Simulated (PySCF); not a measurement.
# C4H5IO: the cost of one run

Computed with PySCF 2.14.0 and routines of our own; the level stands in each step. Atoms count from 0.

### 1 The starting structure

11 atoms, charge 0, multiplicity 1; geometry from: GFN2-xTB.

### 2 Geometry optimisation at PBE0-D3(BJ)/def2-SVP

Job settings and geometry (Å):

```
{"job": {"xc": "PBE0", "basis": "def2-SVP", "d3": "d3bj", "grid": 1, "maxiter": 30, "shake": 0.01, "kind": "geom"}, "charge": 0, "multiplicity": 1}
C     -2.331410     0.084140     0.039820
C     -1.165160    -0.451740     0.161680
O     -0.040020     0.284910     0.062260
C      1.201190    -0.323660     0.206120
C      2.311130     0.328630     0.118610
I      2.343840     2.406170    -0.224960
H     -2.445850     1.161590    -0.147280
H     -3.229060    -0.474660     0.105410
H     -1.024510    -1.503340     0.368820
H      1.155340    -1.400420     0.402890
H      3.262620    -0.137470     0.245750
```

On the command line:

```sh
> OMP_NUM_THREADS=1 python heavy_run.py task.json out
```

This one command runs all jobs of the session in turn.

Q: Estimate the wall time and peak memory of this first job on 1 thread of AMD EPYC 9B45, shared host.

About 40 s, with a peak of 0.5 GiB.
